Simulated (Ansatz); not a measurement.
# Si2Ni: the cost of one run

Method: DFT PBEsol, scalar-relativistic, plane waves, PAW, in Ansatz 0.2.0.

The COD entry's cell or inner coordinates are ideal or old and differ from later refinements, so a difference from it is no clean test against experiment.

1 further run of the same task is left out (set aside as unsound or not needed).

**1. Starting point**

The structure is cubic, space group Fm-3m (No. 225). Conventional cell: a = 5.391 Å, b = 5.391 Å, c = 5.391 Å, α = 90.00°, β = 90.00°, γ = 90.00°. Si (site symmetry -43m) has 4 Ni at 2.33 Å in its first shell of neighbours. Ni (site symmetry m-3m) has 8 Si at 2.33 Å in its first shell of neighbours.

Coordinates:

```xyz
3
Lattice="0.0000 2.6957 2.6957 2.6957 0.0000 2.6957 2.6957 2.6957 0.0000" Properties=species:S:1:pos:R:3 pbc="T T T"
Si    1.3479    1.3479    1.3479
Si    4.0436    4.0436    4.0436
Ni    0.0000    0.0000    0.0000
```

This cell was relaxed beforehand with the same method: volume 13.06 Å³/atom, gap on the mesh none (metal).

**2. The slab**

Miller indices refer to the conventional cell of the relaxed bulk, Fm-3m (No. 225): a = 5.391 Å, b = 5.391 Å, c = 5.391 Å, α = 90.00°, β = 90.00°, γ = 90.00°.

A (110) slab, 5.7 Å thick as cut, with 17 Å of vacuum; its outer planes are Si2Ni (top) and Si2Ni (bottom).

The slab as cut. Layers, bottom to top:

```csv
plane,atoms per cell,height over the lowest (Å)
1,Si2Ni,0.00
2,Si2Ni,1.91
3,Si2Ni,3.81
4,Si2Ni,5.72
```

**3. Relaxing the clean slab**

File input.yaml:

```yaml
crystal:
  lattice:
    - [3.8123023665, 0.0, 0.0]
    - [0.0, 5.3914097106, 0.0]
    - [0.0, 0.0, 22.7184535498]
  atoms:
    - { symbol: Si, position: [0.0, 0.75, 0.3741451847] }
    - { symbol: Si, position: [0.0, 0.25, 0.3741451847] }
    - { symbol: Ni, position: [0.5, 0.5, 0.3741451847] }
    - { symbol: Si, position: [0.5, 0.25, 0.4580483949] }
    - { symbol: Si, position: [0.5, 0.75, 0.4580483949] }
    - { symbol: Ni, position: [0.0, 0.0, 0.4580483949] }
    - { symbol: Si, position: [0.0, 0.75, 0.5419516051] }
    - { symbol: Si, position: [0.0, 0.25, 0.5419516051] }
    - { symbol: Ni, position: [0.5, 0.5, 0.5419516051] }
    - { symbol: Si, position: [0.5, 0.25, 0.6258548153] }
    - { symbol: Si, position: [0.5, 0.75, 0.6258548153] }
    - { symbol: Ni, position: [0.0, 0.0, 0.6258548153] }
basis:
  ecutwfc: 420
kpoints:
  mp_grid: { grid: [8, 6, 1] }
hamiltonian:
  xc: pbesol
scf:
  occupations: { method: gaussian, width: 0.1 }
output:
  forces: true
  eigenvalues: true
relax:
  adjacent_minimum: "off"
  f_tol: 0.03
  max_steps: 70
  constraints: [{ sites: [0, 1, 2, 3, 4, 5] }]
efield:
  axis: 3
  dipole_correction: true
  ramp_width: 0.04
```

On the command line:

```console
ansatz run input.yaml --threads 2 --pin off --max-ram 5120MiB --backend cpu --events-out ev --progress --plain --runs-dir out
```

Q: Estimate wall time and peak memory on 2 threads of Intel Xeon 6975P-C (Granite Rapids), shared host.

About 72 s, with a peak of 0.98 GiB.
